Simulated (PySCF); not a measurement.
# C5H8GeO2: electronic excitations

Wanted: the electronic excitations of C5H8GeO2 (`[CH3][GeH2]/[CH]=C/C(=O)C=O`), by calculation.

The runs use PySCF 2.14.0, with density-fitted response routines of our own; the level of theory stands in each step. All values are computed, except where a source is named. Atoms count from 0, in the outputs and in this text.

## Step 1: The starting structure

16 atoms, charge 0, multiplicity 1; geometry from: GFN2-xTB.

Bonds of the start (Å): C0–Ge1 1.96, Ge1–C2 1.95, C2–C3 1.34, C3–C4 1.46, C4–O5 1.21, C4–C6 1.53, C6–O7 1.20, C0–H8 1.09, C0–H9 1.09, C0–H10 1.09, Ge1–H11 1.50, Ge1–H12 1.50, C2–H13 1.08, C3–H14 1.08, C6–H15 1.11.

## Step 2: TDDFT and polarisability: PBE0/def2-SVPD

Job settings and geometry (Å):

```
{"job": {"kind": "uv", "xc": "PBE0", "basis": "def2-SVPD", "nstates": 8, "ntriplets": 3}, "charge": 0, "multiplicity": 1}
C      2.490742     0.864285     0.043493
Ge     1.804805    -0.833352    -0.664724
C     -0.090981    -1.055222    -0.253360
C     -0.851756    -0.128575     0.336089
C     -2.270629    -0.347025     0.620381
O     -2.883633    -1.372323     0.407707
C     -2.994505     0.849441     1.234212
O     -2.470871     1.890982     1.512908
H      2.350457     0.904170     1.121204
H      3.551196     0.977075    -0.164880
H      1.966729     1.706693    -0.401595
H      2.532126    -2.015763    -0.090458
H      1.959614    -0.932899    -2.156523
H     -0.571459    -1.990928    -0.516112
H     -0.458914     0.834934     0.631131
H     -4.070520     0.657452     1.399050
```

Method: TDDFT PBE0/def2-SVPD, vertical, gas phase, core orbitals frozen in the response.

On the command line:

```bash
$ OMP_NUM_THREADS=1 python probes_run.py task.json out
```

One launch serves the whole session: the jobs run in the order shown.

Predict these results of the whole session: lowest singlet (PBE0/def2-SVPD); brightest single state of those computed; lowest triplet.

**Answer**, as computed:

| quantity | value |
| --- | --- |
| lowest singlet (PBE0/def2-SVPD) | 2.41 eV (514 nm), f = 0.000 |
| brightest single state of those computed | state 8, 6.63 eV, f = 0.285 |
| lowest triplet | 1.88 eV |

The lowest singlet, at 2.41 eV, is HOMO→LUMO 0.97 and is dark; of the 8 states computed, the strongest absorption comes from state 8 at 6.63 eV (the last computed, so partners may be missing). The lowest triplet lies 0.53 eV below the lowest singlet (triplets in Tamm-Dancoff, singlets in full TDDFT).
